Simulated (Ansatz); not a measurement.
This script makes a comparison of functionals at one structure of SnTe, space group F-43m with Ansatz 0.2.0, Python API.

`xc_snte.py`:
```python
"""One structure of SnTe under several functionals."""

import warnings

import ansatz
from tabulate import tabulate

FILLING = "fixed"

warnings.simplefilter("ignore", ansatz.DeckWarning)

system = (
    ansatz.Lattice.fcc(7.222292)
    .space_group(216)
    .atom("Sn", (0.0, 0.0, 0.0))
    .atom("Te", (0.25, 0.25, 0.25))
    .primitive()
)

model = (
    system.calculation()
    .kpoints(6)
    .occupations(FILLING)
    .forces()
    .stress()
)

rows = []
for value in ["lda", "r2scan", "blyp"]:
    rep = model.functional(value).run(threads=1, backend="cpu").report
    rows.append((value, rep["free_energy_ev"] / len(rep["lattice"]["sites"]), rep["n_iterations"], sum(rep["stress_gpa"][i][i] for i in range(3)) / 3, max(abs(f) for row in rep["forces_ev_ang"] for f in row), rep["n_kpoints"]))

print(tabulate(rows, headers=["functional", "F/atom (eV)", "iterations", "P (GPa)", "max component (eV/A)", "k-points"], floatfmt=".4f", tablefmt="simple"))
```

Rank the functionals by the pressure that they give at this structure. What does the order say about their lattices?

From lowest to highest: LDA (-2.2 GPa), r2SCAN (-0.6 GPa) and BLYP (1.6 GPa). At a fixed cell a lower pressure usually means a smaller equilibrium volume, so LDA prefers the smallest cell and BLYP the largest. Gaps by band count in the reports: LDA 0.20 eV, r2SCAN 0.36 eV and BLYP 0.33 eV (Kohn-Sham values on this mesh, as a rule under measured gaps).

The run itself:

```console
$ python xc_snte.py
functional      F/atom (eV)    iterations    P (GPa)    max component (eV/A)    k-points
------------  -------------  ------------  ---------  ----------------------  ----------
lda              -6353.2210             7    -2.1741                  0.0000          16
r2scan           -6516.6806             7    -0.5698                  0.0000          16
blyp             -6519.0833             7     1.5610                  0.0000          16
```

Reading the output:
- Forces vanish by symmetry here and test nothing.
- Pressure is positive in compression.
- The structure comes from a database of computed cells and needn't be a stable or known phase.
- Total energies of different functionals can't be compared; pressures, moments and gaps at this one structure can.
- Finished in 11 s on 1 thread of Intel(R) Xeon(R) Processor @ 2.30GHz (shared host), peak memory 0.77 GiB.
